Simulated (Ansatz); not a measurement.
**SiAs (doublet): wave-function methods side by side, cc-pVTZ**

The task here is to estimate one member of a computed series from the others.

The runs use Ansatz 0.2.0, Gaussian basis; cc-pVTZ, core rule «outside noble gas», up to 19 orbitals frozen.

To be run: UHF; CCSD(T) on ROHF; CCSD(T) on UHF; BCCD(T) on ROHF; CISD; CCSDT(Q) on ROHF; CCSDT(Q) on UHF; CASSCF and MRCISD+Q, 9 electrons in 8 orbitals; CASSCF and NEVPT2, 9 electrons in 8 orbitals.

9 further runs of the same task are left out: 9 set aside as unsound or not needed.

## What is computed

The geometry is a PBE0/def2-TZVP stationary point (not a proven minimum). No spin-orbit coupling is included. The filled d shell of As may be among the frozen orbitals whatever the setting's name suggests; the logs give the count.

2 atoms, charge 0, spin multiplicity 2.

Atoms are counted from 1 here; the program's logs count them from 0.

Bond lengths: Si1–As2 2.173 Å.

Set-up of the first run:

Contents of in.yaml:

```yaml
crystal:
  periodic: [false, false, false]
  atoms:
    - {symbol: Si, position_ang: [0.000000, 0.000000, 0.000000]}
    - {symbol: As, position_ang: [0.000000, 0.000000, 2.172600]}
basis:
  gaussian: {orbitals: cc-pVTZ}
magnetization: {spin_polarized: true, initial_magnetization: 1}
hamiltonian: {xc: hf}
output: {orbitals: {seedname: orbitals}}
```

On the command line:

```sh
$ ansatz run in.yaml --threads 1 --pin off --events-out ev --progress --plain --max-ram 2393MiB
```

Among the steps run: UHF; CCSD(T) on ROHF; CCSD(T) on UHF; BCCD(T) on ROHF; CISD; CCSDT(Q) on ROHF; CCSDT(Q) on UHF; CASSCF and MRCISD+Q, 9 electrons in 8 orbitals; CASSCF and NEVPT2, 9 electrons in 8 orbitals.

One of the session's tables, all rows but one given; the rest of the session is left out.

| method | from RCCSDT(Q) (meV) |
| --- | --- |
| ROHF | +6566.3 |
| RMP2 | +1164.1 |
| UMP2 | +1350.8 |
| CISD | +976.6 |
| RCCSD | +457.7 |
| UCCSD | +465.4 |
| RCCSD(T) | +71.2 |
| UCCSD(T) | +79.5 |
| BCCD(T) | ? |
| RCCSDT | +31.9 |
| UCCSDT | +31.6 |
| RCCSDT(Q) | 0 |
| UCCSDT(Q) | -5.0 |
| CASSCF valence | +4769.9 |
| NEVPT2 valence | +1098.4 |
| MRCISD valence | +481.5 |
| MRCISD+Q valence | +67.6 |

Q: Estimate the row for BCCD(T) from the others.

**Answer.** from RCCSDT(Q) (meV): +73.0. In the column «from RCCSDT(Q) (meV)» it lies between RCCSD(T) (+71.2) and UCCSD(T) (+79.5).

Among the levels timed on like hardware and quicker than the yardstick, those that no quicker one beats, quickest first: CISD (7.5 s, +976.6 meV); MRCISD+Q valence (12 s, +67.6 meV).

Left out of the table: UHF (another determinant or state than the rows shown).

To keep in mind: Of the multireference levels listed MRCISD+Q valence comes nearest in total energy (+67.6 meV), which doesn't show that its space is the better one. Restricted and unrestricted rows rest on different reference determinants; where their highest levels disagree by more than a few hundredths of an eV, they describe different states and don't form one ladder.
